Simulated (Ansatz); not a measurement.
# RhI3: the cost of one run

Method: DFT PBEsol+U (U = 2 eV, J = 0.9 eV on Rh d), plane waves, PAW, in Ansatz 0.2.0.

6 further runs of the same task are left out: 6 that didn't finish.

### Step 1. The system as given

The structure is cubic, space group Pm-3m (No. 221). Conventional cell: a = 5.768 Å, b = 5.768 Å, c = 5.768 Å, α = 90.00°, β = 90.00°, γ = 90.00°. Rh (site symmetry m-3m) has 6 I at 2.88 Å as nearest neighbours. I (site symmetry 4/mmm) is surrounded by 2 Rh at 2.88 Å.

As a file:

```xyz
8
Lattice="5.7679 0.0000 5.7679 0.0000 5.7679 5.7679 0.0000 0.0000 11.5359" Properties=species:S:1:pos:R:3 pbc="T T T"
Rh    0.0000    0.0000    0.0000
I     2.8840    0.0000   11.5359
I     0.0000    0.0000    2.8840
I     0.0000    2.8840   11.5359
Rh    0.0000    0.0000    5.7679
I     2.8840    0.0000    5.7679
I     0.0000    0.0000    8.6519
I     0.0000    2.8840    5.7679
```

### Step 2. Ferromagnetic start, free, symmetry kept, no search

The input, input.yaml:

```yaml
crystal:
  lattice:
    - [5.76794813, 0.0, 5.76794813]
    - [0.0, 5.76794813, 5.76794813]
    - [0.0, 0.0, 11.53589626]
  atoms:
    - { symbol: Rh, position: [0.0, 0.0, 0.0], spin: 4.0 }
    - { symbol: I, position: [0.5, 0.0, 0.75] }
    - { symbol: I, position: [0.0, 0.0, 0.25] }
    - { symbol: I, position: [0.0, 0.5, 0.75] }
    - { symbol: Rh, position: [0.0, 0.0, 0.5], spin: 4.0 }
    - { symbol: I, position: [0.5, 0.0, 0.25] }
    - { symbol: I, position: [0.0, 0.0, 0.75] }
    - { symbol: I, position: [0.0, 0.5, 0.25] }
basis:
  ecutwfc: 420
  ecutrho_ratio: 4
kpoints:
  mp_grid: { grid: [4, 4, 4] }
hamiltonian:
  xc: pbesol
  hubbard:
    sites:
      - { site: 0, l: d, u: 2.0, j: 0.9 }
      - { site: 4, l: d, u: 2.0, j: 0.9 }
scf:
  occupations: { method: gaussian, width: 0.05 }
  lower_state_search: "off"
  max_iter: 150
output:
  forces: true
  stress: true
  eigenvalues: true
  populations: true
  hubbard: { sites: [{ site: 0, l: d }, { site: 4, l: d }] }
magnetization:
  spin_polarized: true
```

Command:

```sh
$ ansatz run input.yaml --threads 4 --pin off --max-ram 6144MiB --backend cpu --events-out ev --progress --plain --runs-dir out
```

Q: Estimate wall time and peak memory on 4 threads of Arm Neoverse N1, shared host.

About 40 s, with a peak of 1.4 GiB.
